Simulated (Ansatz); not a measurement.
# NaMg5Cl11: the cost of one run

Program: Ansatz 0.2.0. Level of theory: DFT PBE, scalar-relativistic, plane waves, PAW. These are calculated values, not measurements.

## Step 1: The system as given

The cell holds 17 atoms (Cl11Mg5Na): a = 7.339 Å, b = 7.493 Å, c = 8.059 Å, α = 92.73°, β = 92.60°, γ = 91.54°.

It is the last frame of an earlier stage of the same melt, run at 640 K.

Its coordinates follow in the input file.

## Step 2: Langevin stage at 300 K

One k point, a Fermi-Dirac width of 0.050 eV and a fixed cell.

File input.yaml:

```yaml
crystal:
  lattice:
    - [7.335824, -0.1022, -0.17549]
    - [-0.1022, 7.490182, -0.186049]
    - [-0.17549, -0.186049, 8.054637]
  atoms:
    - { symbol: Na, position: [0.538838468, 0.9015722088, 0.6135761393] }
    - { symbol: Cl, position: [0.6791210174, 0.3675111774, 0.8912287705] }
    - { symbol: Cl, position: [0.9915914679, 0.4949193439, 0.1406444537] }
    - { symbol: Cl, position: [0.4160241225, 0.239403486, 0.1988113353] }
    - { symbol: Cl, position: [0.7835586672, 0.1487482703, 0.5154129109] }
    - { symbol: Cl, position: [0.916039653, 0.7800948294, 0.7057578143] }
    - { symbol: Cl, position: [0.138571108, 0.3810131495, 0.5781163898] }
    - { symbol: Cl, position: [0.6632517488, 0.886245736, 0.1810580742] }
    - { symbol: Cl, position: [0.5809021823, 0.5813223534, 0.4334209192] }
    - { symbol: Cl, position: [0.2009158998, 0.8753757622, 0.3668100906] }
    - { symbol: Cl, position: [0.0191216213, 0.0295259499, 0.0184096375] }
    - { symbol: Cl, position: [0.3605981262, 0.7712525859, 0.8773771287] }
    - { symbol: Mg, position: [0.8258975224, 0.4387243438, 0.6209893509] }
    - { symbol: Mg, position: [0.3244436762, 0.9528825794, 0.1286222298] }
    - { symbol: Mg, position: [0.8691314132, 0.7392081545, 0.9934694343] }
    - { symbol: Mg, position: [0.7722550282, 0.1890554837, 0.1385258878] }
    - { symbol: Mg, position: [0.2683986832, 0.5222308878, 0.361110085] }
  symmetry: { detect: false }
basis:
  ecutwfc: 420
  xc_grid: 1
kpoints:
  mp_grid: { grid: [1, 1, 1], shift: [0.0, 0.0, 0.0] }
hamiltonian:
  xc: pbe
scf:
  occupations: { method: fermi_dirac, width: 0.05 }
  lower_state_search: "off"
  convergence: { dr2_threshold: 1.0e-05 }
output:
  forces: true
  stress: true
md:
  timestep: 3.0
  n_steps: 250
  ensemble: nvt_langevin
  friction: 0.03
  temperature: 300.0
  initial_velocities: maxwell_boltzmann
  seed: 74057
```

On the command line:

```bash
$ ansatz run input.yaml --threads 2 --pin off --max-ram 5120MiB --backend cpu --events-out ev --progress --plain --runs-dir out
```

Q: Estimate wall time and peak memory on 2 threads of Arm Neoverse V2, shared host.

About 3 min, with a peak of 0.44 GiB.
